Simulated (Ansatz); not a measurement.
# AlGaHO (quartet): wave-function methods side by side at a displaced geometry (v2), cc-pVDZ

An exercise on one series of results from a longer session: the logs are not shown, and one member is left open.

Program: Ansatz 0.2.0, Gaussian basis. Level of theory: cc-pVDZ, core rule «outside noble gas», up to 20 orbitals frozen. These are calculated values, not measurements.

To be run: UHF; CCSD(T) on ROHF; CCSD(T) on UHF; BCCD(T) on ROHF; CISD; CCSDT(Q) on ROHF; CCSDT(Q) on UHF.

29 further runs of the same task are left out: 15 that didn't finish, 14 set aside as unsound or not needed.

### The system

The geometry is a PBE0/def2-TZVP stationary point (not a proven minimum) with its atoms shifted at random (size 0.100 Å). No spin-orbit coupling is included. The filled d shell of Ga may be among the frozen orbitals whatever the setting's name suggests; the logs give the count.

4 atoms, charge 0, spin multiplicity 4.

Atoms are counted from 1 here; the program's logs count them from 0.

Bond lengths: Al1–Ga2 2.314 Å, Ga2–O3 1.717 Å, O3–H4 0.971 Å. Angles: Al1–Ga2–O3 173.2°, Ga2–O3–H4 176.8°.

The first run:

Contents of in.yaml:

```yaml
crystal:
  periodic: [false, false, false]
  atoms:
    - {symbol: Al, position_ang: [0.064568, 0.023749, -2.830059]}
    - {symbol: Ga, position_ang: [-0.100306, 0.032123, -0.522165]}
    - {symbol: O, position_ang: [-0.023685, -0.000301, 1.193055]}
    - {symbol: H, position_ang: [0.059423, -0.055571, 2.159169]}
basis:
  gaussian: {orbitals: cc-pVDZ}
magnetization: {spin_polarized: true, initial_magnetization: 3}
hamiltonian: {xc: hf}
output: {orbitals: {seedname: orbitals}}
```

Started as:

```console
> ansatz run in.yaml --threads 1 --pin off --events-out ev --progress --plain --max-ram 2393MiB
```

Among the steps run: UHF; CCSD(T) on ROHF; CCSD(T) on UHF; BCCD(T) on ROHF; CISD; CCSDT(Q) on ROHF; CCSDT(Q) on UHF.

One table of the session follows, with a row left open; its other results are not shown here.

It belongs to the step «Misses and costs». 

```
   method  from UCCSDT(Q) (kcal/mol)
     ROHF                    +185.77
      UHF                          ?
     RMP2                     +19.00
     UMP2                     +19.07
    RCCSD                      +6.77
    UCCSD                      +6.71
 RCCSD(T)                      +1.49
 UCCSD(T)                      +1.44
  BCCD(T)                      +1.41
   RCCSDT                      +0.69
   UCCSDT                      +0.64
RCCSDT(Q)                      +0.13
UCCSDT(Q)                          0
```

Q: Estimate the row for UHF from the others.

As computed: from UCCSDT(Q) (kcal/mol): +184.92. In the column «from UCCSDT(Q) (kcal/mol)» it lies between UMP2 (+19.07) and ROHF (+185.77).

Not comparable, so not listed: CISD (they don't share determinant, frozen orbitals or solution with the rows shown, or repeat one).

To keep in mind: Restricted and unrestricted rows rest on different reference determinants; where their highest levels disagree by more than a few hundredths of an eV, they describe different states and don't form one ladder.
